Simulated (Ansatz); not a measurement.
# F (diamond type): how the settings move a single-point run

How sensitive is a single-point run of F (diamond type) to its settings? A reference run comes first, then one run with altered input.

Computed with Ansatz 0.2.0 (reference: DFT, r2SCAN, PAW with Ansatz's default frozen-core files, scalar-relativistic, unless a step's input says otherwise).

## (1) The structure to begin with

It takes space group R-3m (No. 166, trigonal). The conventional cell has a = 3.582 Å, b = 3.582 Å, c = 8.774 Å, α = 90.00°, β = 90.00°, γ = 120.00°. F (site symmetry 3m) is surrounded by 1 F at 1.93 Å.

Coordinates:

```
CELL_PARAMETERS angstrom
0.00000 2.53290 2.53290
2.53290 0.00000 2.53290
2.53290 2.53290 0.00000
ATOMIC_POSITIONS crystal
F 0.83000 0.89000 0.89000
F 0.17000 0.11000 0.11000
```

## (2) Reference

input.yaml

```yaml
crystal:
  lattice:
    - [0.0, 2.5328985096, 2.5328985096]
    - [2.5328985096, 0.0, 2.5328985096]
    - [2.5328985096, 2.5328985096, 0.0]
  atoms:
    - { symbol: F, position: [-0.17, -0.11, -0.11] }
    - { symbol: F, position: [0.17, 0.11, 0.11] }
kpoints:
  mp_grid: { grid: [10, 10, 10] }
scf:
  occupations: { method: fermi_dirac, width: 0.05 }
hamiltonian:
  xc: r2scan
  pseudopotentials: { kind: paw }
output:
  forces: true
  stress: true
  eigenvalues: true
  efg: { contact_densities: true }
  populations: true
```

Launch:

```bash
$ ansatz run input.yaml --threads 1 --pin off --max-ram 2048MiB --backend cpu --events-out ev --progress --plain --runs-dir out
```

## (3) Variant: mp_grid.grid [7, 7, 7], accuracy medium

input.yaml: that of step 2 with these lines changed.

```diff
@@ -9,3 +9,3 @@
 kpoints:
-  mp_grid: { grid: [10, 10, 10] }
+  mp_grid: { grid: [7, 7, 7] }
 scf:
@@ -21 +21,2 @@
   populations: true
+accuracy: medium
```

Q: Predict the outcome of this session. Wanted: for each run, ending; energy change; pressure; gap; force.

**Answer**, as computed:

| run | ending | energy change | pressure (GPa) | gap (eV) | force (eV/Å) | cycles | time |
| --- | --- | --- | --- | --- | --- | --- | --- |
| reference | converged | 0 | -8.0 | 0.00 | 3.60 | 6 | 7.5 s |
| 1: mp_grid.grid [7, 7, 7], accuracy medium | converged | 0.0 meV/atom | -8.0 | 0.00 | 3.60 | 6 | 3.8 s |

Residual by cycle in the longest SCF loop of each run; runs are numbered as in the table. The quantity is the density residual dr2, in eV.

| cycle | reference | run 1 |
| --- | --- | --- |
| 1 | 0.12 | 0.119 |
| 2 | 0.0154 | 0.0151 |
| 3 | 3.0e-4 | 3.0e-4 |
| 4 | 1.5e-5 | 1.5e-5 |
| 5 | 1.4e-7 | 1.3e-7 |
| 6 | 2.8e-9 | 2.7e-9 |

**Reading.** Changing the k-point mesh and accuracy level leaves the energy as it was (0.0 meV/atom). Cost: 3.8 s against 7.5 s.
